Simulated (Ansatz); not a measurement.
**C₃H₇FOZn: one species, many methods**

One table from this session's results is given with a row withheld; the runs are named, their logs left out.

Method: functionals in def2-TZVPP, the program's frozen cores in correlated methods; program: Ansatz 0.2.0, Gaussian basis.

Levels to be run: LDA (SPW92), PBE-D4, revPBE-D4, BLYP-D4, r2SCAN-D4, B97M-V, PBE0-D4, B3LYP-D4, r2SCANh-D4, r2SCAN0-D4, HSE06-D4, BHLYP-D4, CAM-B3LYP-D4, LC-ωPBE, ωB97X-V, ωB97M-V, B2PLYP, PBE-QIDH; CCSD(T)/def2-SVP; MP2/def2-TZVPP; MP2/def2-QZVPP; RPA on PBE.

### The relaxed structure

An earlier PBE0-D4 in a triple-zeta def2 set relaxation fixed the geometry.

SMILES `CC(C)[O][Zn][F]`, 13 atoms, charge 0, spin multiplicity 1.

Atoms are counted from 1 here; the program's logs count them from 0.

Bond lengths: C1–C2 1.517 Å, C1–H7 1.093 Å, C1–H8 1.098 Å, C1–H9 1.091 Å, C2–C3 1.517 Å, C2–O4 1.408 Å, C2–H10 1.099 Å, C3–H11 1.098 Å, C3–H12 1.093 Å, C3–H13 1.091 Å, O4–Zn5 1.764 Å, Zn5–F6 1.741 Å. Angles: C2–C1–H7 111.7°, C2–C1–H8 110.2°, C2–C1–H9 110.5°, H7–C1–H8 107.5°, H7–C1–H9 108.5°, H8–C1–H9 108.3°, C1–C2–C3 111.8°, C1–C2–O4 111.4°, C1–C2–H10 108.3°, C3–C2–O4 111.4°, C3–C2–H10 108.3°, O4–C2–H10 105.4°, C2–C3–H11 110.3°, C2–C3–H12 111.7°, C2–C3–H13 110.5°, H11–C3–H12 107.5°, H11–C3–H13 108.3°, H12–C3–H13 108.5° and more.

Geometry (Å):

```mol
C3H7FOZn
  3D, bonds by distance, orders not assigned

 13 12  0  0  0  0  0  0  0  0999 V2000
   -0.6647   -0.2237    1.2445 C   0  0
    0.5717    0.1563    0.4519 C   0  0
    0.9507   -0.9182   -0.5497 C   0  0
    0.4164    1.4085   -0.1727 O   0  0
   -0.8242    1.6921   -1.3947 Zn  0  0
   -2.0010    2.1062   -2.6096 F   0  0
   -0.5138   -1.1473    1.8092 H   0  0
   -1.5146   -0.3863    0.5682 H   0  0
   -0.9294    0.5715    1.9436 H   0  0
    1.4071    0.2818    1.1554 H   0  0
    0.1247   -1.0913   -1.2525 H   0  0
    1.1677   -1.8698   -0.0577 H   0  0
    1.8297   -0.6145   -1.1211 H   0  0
  1  2  8  0
  2  3  8  0
  2  4  8  0
  4  5  8  0
  5  6  8  0
  1  7  8  0
  1  8  8  0
  1  9  8  0
  2 10  8  0
  3 11  8  0
  3 12  8  0
  3 13  8  0
M  END
```

Set-up of the first run:

Input file in.yaml:

```yaml
crystal:
  periodic: [false, false, false]
  atoms:
    - {symbol: C, position_ang: [-0.664652, -0.223730, 1.244471]}
    - {symbol: C, position_ang: [0.571713, 0.156286, 0.451888]}
    - {symbol: C, position_ang: [0.950747, -0.918154, -0.549699]}
    - {symbol: O, position_ang: [0.416362, 1.408516, -0.172745]}
    - {symbol: Zn, position_ang: [-0.824246, 1.692077, -1.394684]}
    - {symbol: F, position_ang: [-2.000957, 2.106223, -2.609631]}
    - {symbol: H, position_ang: [-0.513766, -1.147312, 1.809243]}
    - {symbol: H, position_ang: [-1.514617, -0.386288, 0.568164]}
    - {symbol: H, position_ang: [-0.929380, 0.571462, 1.943644]}
    - {symbol: H, position_ang: [1.407103, 0.281798, 1.155396]}
    - {symbol: H, position_ang: [0.124721, -1.091335, -1.252470]}
    - {symbol: H, position_ang: [1.167691, -1.869779, -0.057674]}
    - {symbol: H, position_ang: [1.829679, -0.614463, -1.121104]}
basis:
  gaussian: {orbitals: def2-TZVPP}
hamiltonian: {xc: lda}
output: {orbitals: {seedname: orbitals}}
```

Command:

```console
$ ansatz run in.yaml --threads 4 --pin off --events-out ev --progress --plain --max-ram 11315MiB
```

Steps of the session up to this table: LDA; PBE-D4 (GGA); revPBE-D4 (GGA); BLYP-D4 (GGA); r2SCAN-D4 (meta-GGA); B97M-V (meta-GGA); B3LYP-D4 (hybrid); r2SCANh-D4 (hybrid); r2SCAN0-D4 (hybrid); HSE06-D4 (hybrid); BHLYP-D4 (hybrid); CAM-B3LYP-D4 (range-separated); LC-ωPBE (range-separated); ωB97X-V (range-separated); ωB97M-V (range-separated); B2PLYP (double hybrid); PBE-QIDH (double hybrid).

One table of the session follows, with a row left open; its other results are not shown here.

It belongs to the step «Orbital energies across the functionals». 

```
  functional  HOMO (eV)  gap (eV)
 LDA (SPW92)      -6.51      4.10
      PBE-D4      -6.28      4.16
   revPBE-D4      -6.18      4.19
     BLYP-D4      -6.20      4.08
   r2SCAN-D4      -6.55      4.72
      B97M-V      -6.70      4.62
     PBE0-D4      -7.78      6.60
    B3LYP-D4      -7.57      6.03
  r2SCANh-D4      -7.13      5.64
  r2SCAN0-D4      -7.99      6.99
    HSE06-D4          ?         ?
    BHLYP-D4      -9.25      8.84
CAM-B3LYP-D4      -9.25      8.96
     LC-ωPBE     -10.54     11.59
     ωB97X-V     -10.22     11.06
     ωB97M-V     -10.19     10.73
```

Q: Estimate the row for HSE06-D4 from the others.

**Answer.** HOMO (eV): -7.37; gap (eV): 5.83. In the column «HOMO (eV)» it lies between B3LYP-D4 (-7.57) and r2SCANh-D4 (-7.13).
